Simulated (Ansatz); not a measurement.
# C7H6: the cost of one run

Method: the levels named in each step, in Ansatz 0.2.0.

### 1 The starting structure

Bond lengths: C1–C2 1.290 Å, C2–C3 1.312 Å, C3–C4 1.460 Å, C4–C5 1.346 Å, C5–C6 1.449 Å, C3–C7 1.462 Å, C6–C7 1.346 Å, C1–H8 1.076 Å, C1–H9 1.081 Å, C4–H10 1.073 Å, C5–H11 1.075 Å, C6–H12 1.075 Å, C7–H13 1.073 Å. Angles (14 of 19 angles, heavy atoms first): C1–C2–C3 179.9°, C2–C3–C4 127.0°, C2–C3–C7 127.0°, C4–C3–C7 106.0°, C3–C4–C5 107.8°, C4–C5–C6 109.2°, C5–C6–C7 109.2°, C3–C7–C6 107.8°, C2–C1–H8 122.1°, C2–C1–H9 121.7°, C3–C4–H10 123.7°, C5–C4–H10 128.4°, C4–C5–H11 126.8°, C6–C5–H11 124.1°.

As a file:

```xyz
13

C     2.8778   -0.3224    0.0713
C     1.5969   -0.1772    0.0405
C     0.2931   -0.0302    0.0099
C    -0.4539    1.0702   -0.5927
C    -1.7651    0.8299   -0.4056
C    -1.9226   -0.4189    0.3115
C    -0.7076   -0.9407    0.5630
H     3.4139   -0.8370   -0.7074
H     3.4744    0.0692    0.8832
H     0.0079    1.9042   -1.0860
H    -2.5846    1.4483   -0.7256
H    -2.8732   -0.8399    0.5863
H    -0.4661   -1.8532    1.0743
```

### 2 A rough first relaxation, PBE-D4/def2-SVP

This run stands in another session on the same molecule. It ended at:

```xyz
13

C     2.9166   -0.3253    0.0743
C     1.6135   -0.1795    0.0408
C     0.2874   -0.0316    0.0071
C    -0.4565    1.0889   -0.6027
C    -1.7898    0.8410   -0.4108
C    -1.9491   -0.4238    0.3158
C    -0.7142   -0.9578    0.5728
H     3.4558   -0.8568   -0.7296
H     3.5185    0.0785    0.9075
H     0.0121    1.9420   -1.1064
H    -2.6189    1.4807   -0.7436
H    -2.9141   -0.8637    0.6030
H    -0.4704   -1.8902    1.0946
```

### 3 Relaxation, r2SCAN-D4/def2-TZVP

input.yaml reads:

```yaml
crystal:
  periodic: [false, false, false]
  atoms:
    - { symbol: C, position_ang: [2.9165586, -0.32528065, 0.07428628] }
    - { symbol: C, position_ang: [1.61354036, -0.17953731, 0.04079442] }
    - { symbol: C, position_ang: [0.28735562, -0.03164474, 0.0071171] }
    - { symbol: C, position_ang: [-0.45646188, 1.0889109, -0.60273382] }
    - { symbol: C, position_ang: [-1.78981819, 0.84098809, -0.41078686] }
    - { symbol: C, position_ang: [-1.9491308, -0.42381695, 0.31575803] }
    - { symbol: C, position_ang: [-0.71424305, -0.95776521, 0.57280205] }
    - { symbol: H, position_ang: [3.45584985, -0.85675165, -0.72963696] }
    - { symbol: H, position_ang: [3.51846998, 0.07850806, 0.9075034] }
    - { symbol: H, position_ang: [0.01213538, 1.94203504, -1.1063942] }
    - { symbol: H, position_ang: [-2.61886936, 1.48067137, -0.74355501] }
    - { symbol: H, position_ang: [-2.91411509, -0.86373434, 0.60304954] }
    - { symbol: H, position_ang: [-0.47044142, -1.89018262, 1.09456601] }
basis:
  gaussian: { orbitals: def2-TZVP }
hamiltonian:
  xc: r2scan
  dispersion: d4
relax:
  f_tol: 0.004
  max_steps: 150
```

Command:

```
> ansatz run input.yaml --threads 4 --pin off --max-ram 10240MiB --backend cpu --events-out ev --progress --plain --runs-dir out
```

**Question.** How long does this run take on 4 threads of Intel Xeon Platinum 8488C (Sapphire Rapids), shared host, and how much memory does it need?

About 24 s, with a peak of 0.39 GiB.
